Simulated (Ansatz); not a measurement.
**CH₆HfO₃S: small, medium and large basis sets**

How large a basis does CH₆HfO₃S need? Two functionals are run in growing sets.

The runs use Ansatz 0.2.0, Gaussian basis; one geometry, several basis sets.

Levels to be run: PBE0-D4/def2-SVP; ωB97M-V/def2-SVP; PBE0-D4/def2-QZVPP; ωB97M-V/def2-QZVPP; the functionals' def2-TZVPP values are taken from earlier runs.

**1. The geometry**

All runs share one geometry, relaxed beforehand with PBE0-D4 in a triple-zeta def2 set. Hf takes the def2 core potential; no spin-orbit term is included.

SMILES `C[S][Hf]([OH])([OH])[OH]`, 12 atoms, charge 0, spin multiplicity 1.

Atoms are counted from 1 here; the program's logs count them from 0.

Bond lengths: C1–S2 1.827 Å, C1–H7 1.090 Å, C1–H8 1.091 Å, C1–H9 1.090 Å, S2–Hf3 2.459 Å, Hf3–O4 1.929 Å, Hf3–O5 1.919 Å, Hf3–O6 1.925 Å, O4–H10 0.952 Å, O5–H11 0.952 Å, O6–H12 0.951 Å. Angles: S2–C1–H7 107.5°, S2–C1–H8 111.7°, S2–C1–H9 111.0°, H7–C1–H8 108.2°, H7–C1–H9 108.7°, H8–C1–H9 109.7°, C1–S2–Hf3 98.0°, S2–Hf3–O4 107.7°, S2–Hf3–O5 105.8°, S2–Hf3–O6 108.1°, O4–Hf3–O5 112.6°, O4–Hf3–O6 108.7°, O5–Hf3–O6 113.5°, Hf3–O4–H10 154.2°, Hf3–O5–H11 159.9°, Hf3–O6–H12 159.4°.

**2. PBE0-D4 in def2-SVP**

File in.yaml:

```yaml
crystal:
  periodic: [false, false, false]
  atoms:
    - {symbol: C, position_ang: [-2.013815, 0.129772, 1.020139]}
    - {symbol: S, position_ang: [-1.369864, -1.241418, -0.000317]}
    - {symbol: Hf, position_ang: [0.818788, -0.263223, -0.547246]}
    - {symbol: O, position_ang: [1.758772, 0.037688, 1.109987]}
    - {symbol: O, position_ang: [1.698895, -1.544836, -1.672695]}
    - {symbol: O, position_ang: [0.518476, 1.434336, -1.404200]}
    - {symbol: H, position_ang: [-2.932999, -0.216753, 1.492310]}
    - {symbol: H, position_ang: [-1.311581, 0.411225, 1.806161]}
    - {symbol: H, position_ang: [-2.243445, 0.999730, 0.404960]}
    - {symbol: H, position_ang: [2.365818, -0.194562, 1.805268]}
    - {symbol: H, position_ang: [2.128315, -1.918980, -2.435070]}
    - {symbol: H, position_ang: [0.582650, 2.367031, -1.579286]}
basis:
  gaussian: {orbitals: def2-SVP}
hamiltonian: {xc: pbe0, dispersion: d4}
output: {orbitals: {seedname: orbitals}}
```

Started as:

```console
$ ansatz run in.yaml --threads 4 --pin off --events-out ev --progress --plain --max-ram 11315MiB
```

Further steps of the session: ωB97M-V in def2-SVP; PBE0-D4 in def2-QZVPP; ωB97M-V in def2-QZVPP.

Before running them: what should the planned runs give, taken together? Wanted: PBE0-D4: double and triple zeta above quadruple; ωB97M-V: double and triple zeta above quadruple.

As calculated:

| quantity | value |
| --- | --- |
| PBE0-D4: double and triple zeta above quadruple | 13.82, 0.76 eV |
| ωB97M-V: double and triple zeta above quadruple | 14.03, 0.73 eV |

PBE0-D4 gains 13.05 eV from double to triple zeta, then 0.76 eV more. These are total energies; as a rule much of such shifts cancels in differences, which this series doesn't test. The LUMO of ωB97M-V is positive and keeps falling with the basis (1.29 to 0.51 eV): an unbound level that the basis holds in place.
